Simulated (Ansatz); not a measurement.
**Zn₃O₃− (doublet): energies up the ladder**

Wanted for Zn₃O₃− (doublet): energies up the ladder. Charge -1. Spin multiplicity 2.

Computed with Ansatz 0.2.0 (the levels named in each step, unless a step's input says otherwise).

## 1. The starting structure

Bond lengths: O1–Zn2 1.752 Å, Zn2–O3 1.752 Å, O3–Zn4 1.752 Å, Zn4–O5 1.752 Å, O1–Zn6 1.752 Å, O5–Zn6 1.752 Å. Angles: O1–Zn2–O3 138.1°, Zn2–O1–Zn6 101.9°, Zn2–O3–Zn4 101.9°, O3–Zn4–O5 138.1°, Zn4–O5–Zn6 101.9°, O1–Zn6–O5 138.1°.

As a file:

```xyz
6

O    -1.6261   -0.9441    0.1837
Zn   -0.0317   -1.5573   -0.2057
O     1.5878   -0.9286   -0.4311
Zn    1.3522    0.7853   -0.1531
O     0.0381    1.8726    0.2469
Zn   -1.3205    0.7720    0.3589
```

## 2. A rough first relaxation, PBE-D4/def2-SVPD

Input file input.yaml:

```yaml
crystal:
  periodic: [false, false, false]
  atoms:
    - { symbol: O, position_ang: [-1.62609, -0.9441, 0.18367] }
    - { symbol: Zn, position_ang: [-0.03169, -1.55733, -0.20571] }
    - { symbol: O, position_ang: [1.58779, -0.92862, -0.43107] }
    - { symbol: Zn, position_ang: [1.35223, 0.78527, -0.15306] }
    - { symbol: O, position_ang: [0.03813, 1.87265, 0.24693] }
    - { symbol: Zn, position_ang: [-1.32051, 0.77204, 0.35893] }
magnetization:
  spin_polarized: true
  initial_magnetization: 1
total_charge: -1
basis:
  gaussian: { orbitals: def2-SVPD }
hamiltonian:
  xc: pbe
  dispersion: d4
relax:
  f_tol: 0.03
  max_steps: 200
```

Run with:

```
> ansatz run input.yaml --threads 8 --pin off --max-ram 22528MiB --backend cpu --events-out ev --progress --plain --runs-dir out
```

Further steps of the session: Relaxation, PBE0-D4/def2-TZVPPD; Frequencies, PBE0-D4/def2-TZVPPD; Single point, PBE-D4/def2-TZVPPD; Single point, r2SCAN-D4/def2-TZVPPD; Single point, B3LYP-D4/def2-TZVPPD; Single point, wB97M-V/def2-TZVPPD; Single point, B2PLYP/def2-TZVPPD; Single point, LDA/def2-TZVPPD; Single point, PBE0-D4/def2-SVPD; Single point, PBE-D4/def2-SVPD.

What does the calculation give? Wanted: O1–Zn2 at PBE0-D4/def2-TZVPPD; O1–Zn6 at PBE0-D4/def2-TZVPPD; Zn2–O3 at PBE0-D4/def2-TZVPPD; frequencies at PBE0-D4/def2-TZVPPD; energy at PBE-D4/def2-SVPD.

**Answer**, as computed:

| quantity | value |
| --- | --- |
| O1–Zn2 at PBE0-D4/def2-TZVPPD | 1.834 Å |
| O1–Zn6 at PBE0-D4/def2-TZVPPD | 1.834 Å |
| Zn2–O3 at PBE0-D4/def2-TZVPPD | 1.834 Å |
| frequencies at PBE0-D4/def2-TZVPPD | 32 to 602 cm⁻¹ |
| energy at PBE-D4/def2-SVPD | -151350.956 eV |

**Reading.** No mode is imaginary, so the geometry is a minimum. These totals serve in differences with atoms or fragments at the same level; alone they don't rank the methods.
